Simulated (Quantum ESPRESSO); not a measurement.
A run of Quantum ESPRESSO 7.5 is set up as follows.

pw.in

```
&CONTROL
  calculation = 'scf'
  prefix = 'pwscf'
  outdir = './tmp'
  pseudo_dir = './pseudo'
  tprnfor = .true.
  tstress = .true.
  disk_io = 'nowf'
/
&SYSTEM
  ibrav = 0
  nat = 4
  ntyp = 2
  ecutwfc = 55
  ecutrho = 440
  nbnd = 14
  occupations = 'smearing'
  smearing = 'fd'
  degauss = 0.00367493
/
&ELECTRONS
  conv_thr = 8d-10
  electron_maxstep = 120
  mixing_beta = 0.5
/
ATOMIC_SPECIES
Be     9.0122 be_pbe_v1.4.uspp.F.UPF
C     12.0110 C.pbe-n-kjpaw_psl.1.0.0.UPF
CELL_PARAMETERS angstrom
   2.5646348900    0.0000000000    0.0000000000
   0.0000000000    2.5646348900    0.0000000000
   0.0000000000    0.0000000000    6.6864038900
ATOMIC_POSITIONS crystal
Be     0.5000000000    0.5000000000    0.7642198200
Be     0.0000000000    0.0000000000    0.5000000000
Be     0.5000000000    0.5000000000    0.2357801800
C      0.0000000000    0.0000000000    0.0000000000
K_POINTS automatic
10 10 4 0 0 0
```

Potentials or basis: SSSP 1.3 efficiency PBE.

The run is started by

```bash
$ OMP_NUM_THREADS=1 pw.x -in pw.in > pw.out
```

(1) What does it give for the pressure?

(2) Estimate the largest force.

## Answers

(1) -27.2 GPa.

(2) 1.001 eV/Å.

Caveat: so large a pressure means that the cell lies far from this level's equilibrium, or that cutoff or potentials fall short; forces of over 1 eV/Å show positions far from the minimum, so gaps and moduli don't describe the material at rest.
